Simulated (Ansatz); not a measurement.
# C₂H₈ClNOSi: ionisation energy by level of theory

An exercise on one series of results from a longer session: the logs are not shown, and one member is left open.

Method: unrestricted cation, the program's frozen cores in correlated methods; program: Ansatz 0.2.0, Gaussian basis.

The runs, in order: UKS PBE-D4/def2-TZVPP; UKS r2SCAN-D4/def2-TZVPP; UKS PBE0-D4/def2-TZVPP; UKS B3LYP-D4/def2-TZVPP; UKS wB97X-V/def2-TZVPP; UKS wB97M-V/def2-TZVPP; UKS B2PLYP/def2-TZVPP; UHF-CCSD(T)/def2-TZVPP; UHF-MP2/def2-QZVPP; extrapolation to the limit; then −ε(HOMO) from the neutral's earlier runs with LDA (SPW92), PBE-D4, revPBE-D4, BLYP-D4, r2SCAN-D4, B97M-V, PBE0-D4, B3LYP-D4, r2SCANh-D4, r2SCAN0-D4, HSE06-D4, BHLYP-D4, CAM-B3LYP-D4, LC-ωPBE, ωB97X-V, ωB97M-V.

**The relaxed structure**

All runs share one geometry, relaxed beforehand with PBE0-D4 in a triple-zeta def2 set.

14 atoms, charge 0, spin multiplicity 1.

Atoms are counted from 1 here; the program's logs count them from 0.

Bond lengths: C1–C2 1.526 Å, C1–H7 1.092 Å, C1–H8 1.093 Å, C1–H9 1.092 Å, C2–Si3 1.856 Å, C2–H10 1.096 Å, C2–H11 1.096 Å, Si3–N4 1.695 Å, Si3–O5 1.638 Å, Si3–Cl6 2.090 Å, N4–H12 1.006 Å, N4–H13 1.007 Å, O5–H14 0.958 Å. Angles: C2–C1–H7 111.3°, C2–C1–H8 111.2°, C2–C1–H9 111.3°, H7–C1–H8 107.6°, H7–C1–H9 107.8°, H8–C1–H9 107.5°, C1–C2–Si3 114.5°, C1–C2–H10 110.6°, C1–C2–H11 110.4°, Si3–C2–H10 106.5°, Si3–C2–H11 108.2°, H10–C2–H11 106.2°, C2–Si3–N4 110.1°, C2–Si3–O5 114.4°, C2–Si3–Cl6 106.9°, N4–Si3–O5 106.4°, N4–Si3–Cl6 114.0°, O5–Si3–Cl6 105.2° and more.

Set-up of the first run:

File in.yaml:

```yaml
crystal:
  periodic: [false, false, false]
  atoms:
    - {symbol: C, position_ang: [0.888723, -1.745269, 0.361561]}
    - {symbol: C, position_ang: [0.931213, -0.220220, 0.353422]}
    - {symbol: Si, position_ang: [-0.647220, 0.591362, -0.188072]}
    - {symbol: N, position_ang: [-0.463890, 2.275982, -0.189040]}
    - {symbol: O, position_ang: [-1.136434, 0.179452, -1.696522]}
    - {symbol: Cl, position_ang: [-2.153406, -0.100143, 1.084697]}
    - {symbol: H, position_ang: [0.123291, -2.117072, 1.046038]}
    - {symbol: H, position_ang: [0.663572, -2.139592, -0.632524]}
    - {symbol: H, position_ang: [1.846974, -2.167737, 0.672280]}
    - {symbol: H, position_ang: [1.714961, 0.139892, -0.322630]}
    - {symbol: H, position_ang: [1.187189, 0.159760, 1.349228]}
    - {symbol: H, position_ang: [0.004637, 2.747873, 0.566190]}
    - {symbol: H, position_ang: [-1.158756, 2.862168, -0.622473]}
    - {symbol: H, position_ang: [-1.813655, -0.495754, -1.753354]}
basis:
  gaussian: {orbitals: def2-TZVPP}
total_charge: 1
magnetization: {spin_polarized: true, initial_magnetization: 1}
hamiltonian: {xc: pbe, dispersion: d4}
```

On the command line:

```bash
ansatz run in.yaml --threads 2 --pin off --events-out ev --progress --plain --max-ram 32768MiB --backend cpu
```

Among the steps run: Cation, UKS PBE-D4/def2-TZVPP; Cation, UKS r2SCAN-D4/def2-TZVPP; Cation, UKS PBE0-D4/def2-TZVPP; Cation, UKS B3LYP-D4/def2-TZVPP; Cation, UKS wB97X-V/def2-TZVPP; Cation, UKS wB97M-V/def2-TZVPP; Cation, UKS B2PLYP (frozen core)/def2-TZVPP; Cation, UHF-CCSD(T)/def2-TZVPP; Cation, UHF-MP2/def2-QZVPP.

One of the session's tables, all rows but one given; the rest of the session is left out.

For comparison, −ε(HOMO) of the neutral from earlier runs:

```
  functional  −ε(HOMO) (eV)
 LDA (SPW92)           6.47
      PBE-D4           6.30
   revPBE-D4           6.24
     BLYP-D4              ?
   r2SCAN-D4           6.62
      B97M-V           6.71
     PBE0-D4           7.76
    B3LYP-D4           7.50
  r2SCANh-D4           7.17
  r2SCAN0-D4           7.99
    HSE06-D4           7.35
    BHLYP-D4           9.12
CAM-B3LYP-D4           9.20
     LC-ωPBE          10.62
     ωB97X-V          10.23
     ωB97M-V          10.12
```

**Question.** Estimate the row for BLYP-D4.

Worked estimate for «−ε(HOMO) (eV)». Against the share of exact exchange, B3LYP-D4 (0.2, 7.50), BHLYP-D4 (0.5, 9.12) give a slope of 5.40 per unit share; at 0 the line stands at 6.42.

As computed: −ε(HOMO) (eV): 6.17. In «−ε(HOMO) (eV)» the line misses by +0.25.
